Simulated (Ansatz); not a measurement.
I need a convergence test of the k-point mesh of ScAg3, space group Fm-3m. Use the Python package of Ansatz (0.2.0). Level of theory (first run): PBEsol, PAW, cutoff 531 eV, 2×2×2 k-points, Methfessel-Paxton smearing of 0.01 eV, D4 dispersion. The script varies mesh: (2, 2, 2), (3, 3, 3), (4, 4, 4), (5, 5, 5), (6, 6, 6), (7, 7, 7).

```
CELL_PARAMETERS angstrom
0.00000 3.31988 3.31988
3.31988 0.00000 3.31988
3.31988 3.31988 0.00000
ATOMIC_POSITIONS crystal
Sc 0.00000 0.00000 0.00000
Ag 0.25000 0.25000 0.25000
Ag 0.75000 0.75000 0.75000
Ag 0.50000 0.50000 0.50000
```

Script `kconv_scag3.py`:
```python
'''k-point test for ScAg3.'''

from dataclasses import dataclass

import ansatz as az
from pymatgen.core import Lattice, Structure
from pymatgen.io.ase import AseAtomsAdaptor


@dataclass(frozen=True)
class Settings:
    filling: str = 'methfessel_paxton'
    width_ev: float = 0.01
    vdw: str = 'd4'
    mixing_beta: float = 0.6
    n_empty: int = 8


opts = Settings()

pmg_structure = Structure(
    Lattice([[0.0, 3.31987713, 3.31987713], [3.31987713, 0.0, 3.31987713], [3.31987713, 3.31987713, 0.0]]),
    ['Sc', 'Ag', 'Ag', 'Ag'],
    [
        [0.0, 0.0, 0.0],
        [0.25, 0.25, 0.25],
        [0.75, 0.75, 0.75],
        [0.5, 0.5, 0.5],
    ],
)
system = az.Crystal.from_ase(AseAtomsAdaptor.get_atoms(pmg_structure))

calc = (
    system.calculation()
    .occupations(opts.filling, width=opts.width_ev)
    .functional(az.Functional.PBESOL, dispersion=opts.vdw)
    .mixing('broyden', ndim=4, beta=opts.mixing_beta)
    .scf(extra_bands=opts.n_empty, algorithm='direct_min')
    .basis(39 * az.Ry)
    .stress()
)

rows = []
for value in [(2, 2, 2), (3, 3, 3), (4, 4, 4), (5, 5, 5), (6, 6, 6), (7, 7, 7)]:
    r = calc.kpoints(*value).run().report
    rows.append((value, r['free_energy_ev'] / len(r['lattice']['sites']), r['n_iterations'], sum(r['stress_gpa'][i][i] for i in range(3)) / 3, r['n_kpoints']))

print('        mesh   F/atom (eV)    iterations       P (GPa)      k-points')
for row in rows:
    print(f'{str(row[0]):>12s}  {row[1]:12.5f}  {row[2]:12d}  {row[3]:12.3f}  {row[4]:12d}')

# the last row is the reference
for row in rows[:-1]:
    shift = 1000 * (row[1] - rows[-1][1])
    print(f'{row[0]}: {shift:+.2f} meV/atom' + ('  (within 2 meV)' if abs(shift) < 2 else ''))
```

```console
$ python kconv_scag3.py
        mesh   F/atom (eV)    iterations       P (GPa)      k-points
   (2, 2, 2)   -6169.91055             7        -5.496             3
   (3, 3, 3)   -6169.98573             7        -5.433             4
   (4, 4, 4)   -6170.00521             8        -5.581             8
   (5, 5, 5)   -6170.00140             9        -5.790            10
   (6, 6, 6)   -6170.00826            10        -5.417            16
   (7, 7, 7)   -6170.00879             8        -5.753            20
(2, 2, 2): +98.24 meV/atom
(3, 3, 3): +23.06 meV/atom
(4, 4, 4): +3.58 meV/atom
(5, 5, 5): +7.39 meV/atom
(6, 6, 6): +0.53 meV/atom  (within 2 meV)
```

From 6×6×6 on it stays within 2 meV an atom of the value at 7×7×7; the first row (2×2×2) is off by 98.2 meV and the last but one by 0.53 meV. That rests on few rows after larger swings, so the series isn't shown to be converged. It goes up and down, since the sum over k-points isn't variational. The pressure moves from -5.50 to -5.75 GPa. The last run costs about 4.6 times the first.

What to keep in mind:
- Dispersion corrections can be off by several per cent in the lattices of metals, and by several GPa in the pressure at a fixed cell.
- Pressure is positive in compression.
- At these settings the cell as given stands under about -6 GPa, so it isn't at this functional's equilibrium volume.
- The structure comes from a database of computed cells and needn't be a stable or known phase.
- Shifts are counted from the finest mesh, which is itself no proven limit.
- It ran for 61 s on 1 thread of Arm Neoverse V2, with other jobs on the host, peak memory 0.63 GiB.

(Lines on the test bed's own set-up are left out of the output.)
